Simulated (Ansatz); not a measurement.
# C2H6S2W: a ladder of functionals and wavefunction methods

An exercise on one series of results from a longer session: the logs are not shown, and one member is left open.

Computed with Ansatz 0.2.0, Gaussian basis. Level: functionals in def2-TZVPP, the program's frozen cores in correlated methods.

The runs, in order: LDA (SPW92), PBE-D4, revPBE-D4, BLYP-D4, r2SCAN-D4, B97M-V, PBE0-D4, B3LYP-D4, r2SCANh-D4, r2SCAN0-D4, HSE06-D4, BHLYP-D4, CAM-B3LYP-D4, LC-ωPBE, ωB97X-V, ωB97M-V, B2PLYP, PBE-QIDH; CCSD(T)/def2-SVP; CCSD(T)/def2-TZVPP; MP2/def2-QZVPP; extrapolation to the limit; RPA on PBE.

1 further run of the same task is left out (for a known fault of the program). Runs told in other sessions of the task aren't counted.

### The geometry

An earlier PBE0-D4 in a triple-zeta def2 set relaxation fixed the geometry. W takes the def2 core potential; no spin-orbit term is included.

SMILES `[CH3][W]([CH3])(=[S])=[S]`, 11 atoms, charge 0, spin multiplicity 1.

Atoms are counted from 1 here; the program's logs count them from 0.

Bond lengths: C1–W2 2.092 Å, C1–H6 1.096 Å, C1–H7 1.093 Å, C1–H8 1.096 Å, W2–C3 2.092 Å, W2–S4 2.118 Å, W2–S5 2.119 Å, C3–H9 1.096 Å, C3–H10 1.093 Å, C3–H11 1.096 Å. Angles: W2–C1–H6 108.8°, W2–C1–H7 112.7°, W2–C1–H8 108.7°, H6–C1–H7 108.4°, H6–C1–H8 109.9°, H7–C1–H8 108.4°, C1–W2–C3 111.7°, C1–W2–S4 108.2°, C1–W2–S5 108.3°, C3–W2–S4 108.3°, C3–W2–S5 108.3°, S4–W2–S5 112.2°, W2–C3–H9 108.7°, W2–C3–H10 112.7°, W2–C3–H11 108.8°, H9–C3–H10 108.4°, H9–C3–H11 109.9°, H10–C3–H11 108.4°.

Set-up of the first run:

Contents of in.yaml:

```yaml
crystal:
  periodic: [false, false, false]
  atoms:
    - {symbol: C, position_ang: [-1.654711, 0.509090, 0.414609]}
    - {symbol: W, position_ang: [0.142861, 0.371975, -0.646091]}
    - {symbol: C, position_ang: [1.498886, -0.915540, 0.291310]}
    - {symbol: S, position_ang: [-0.281762, -0.399437, -2.572893]}
    - {symbol: S, position_ang: [1.011538, 2.302285, -0.731881]}
    - {symbol: H, position_ang: [-1.443430, 0.894388, 1.418805]}
    - {symbol: H, position_ang: [-2.377879, 1.173349, -0.064560]}
    - {symbol: H, position_ang: [-2.098022, -0.491084, 0.484728]}
    - {symbol: H, position_ang: [1.704087, -0.535739, 1.298993]}
    - {symbol: H, position_ang: [2.446734, -0.994894, -0.246358]}
    - {symbol: H, position_ang: [1.051707, -1.914393, 0.353348]}
basis:
  gaussian: {orbitals: def2-TZVPP}
hamiltonian: {xc: lda}
output: {orbitals: {seedname: orbitals}}
```

Command:

```bash
$ ansatz run in.yaml --threads 4 --pin off --events-out ev --progress --plain --max-ram 11315MiB
```

Steps of the session up to this table: LDA; PBE-D4 (GGA); revPBE-D4 (GGA); BLYP-D4 (GGA); r2SCAN-D4 (meta-GGA); B97M-V (meta-GGA); PBE0-D4 (hybrid); B3LYP-D4 (hybrid); r2SCANh-D4 (hybrid); r2SCAN0-D4 (hybrid); HSE06-D4 (hybrid); BHLYP-D4 (hybrid); CAM-B3LYP-D4 (range-separated); LC-ωPBE (range-separated); ωB97X-V (range-separated); ωB97M-V (range-separated); B2PLYP (double hybrid); PBE-QIDH (double hybrid).

One table of the session follows, with a row left open; its other results are not shown here.

It belongs to the step «Frontier levels by functional». 

| functional | HOMO (eV) | LUMO (eV) | gap (eV) |
| --- | --- | --- | --- |
| LDA (SPW92) | -6.23 | -3.82 | 2.41 |
| PBE-D4 | -6.10 | -3.63 | 2.46 |
| revPBE-D4 | -6.04 | -3.56 | 2.49 |
| BLYP-D4 | -5.91 | -3.49 | 2.42 |
| r2SCAN-D4 | -6.35 | -3.57 | 2.78 |
| B97M-V | -6.39 | -3.54 | 2.85 |
| PBE0-D4 | -7.17 | -2.89 | 4.28 |
| B3LYP-D4 | -6.93 | -3.07 | 3.86 |
| r2SCANh-D4 | -6.74 | -3.28 | 3.46 |
| r2SCAN0-D4 | -7.33 | -2.84 | 4.49 |
| HSE06-D4 | -6.78 | -3.26 | 3.52 |
| BHLYP-D4 | -8.07 | -1.95 | 6.12 |
| CAM-B3LYP-D4 | ? | ? | ? |
| LC-ωPBE | -9.64 | -0.79 | 8.85 |
| ωB97X-V | -9.31 | -0.85 | 8.46 |
| ωB97M-V | -9.15 | -0.87 | 8.28 |

Q: Estimate the row for CAM-B3LYP-D4 from the others.

The run gave: HOMO (eV): -8.34; LUMO (eV): -1.83; gap (eV): 6.51. In the column «HOMO (eV)» it lies between ωB97M-V (-9.15) and BHLYP-D4 (-8.07).
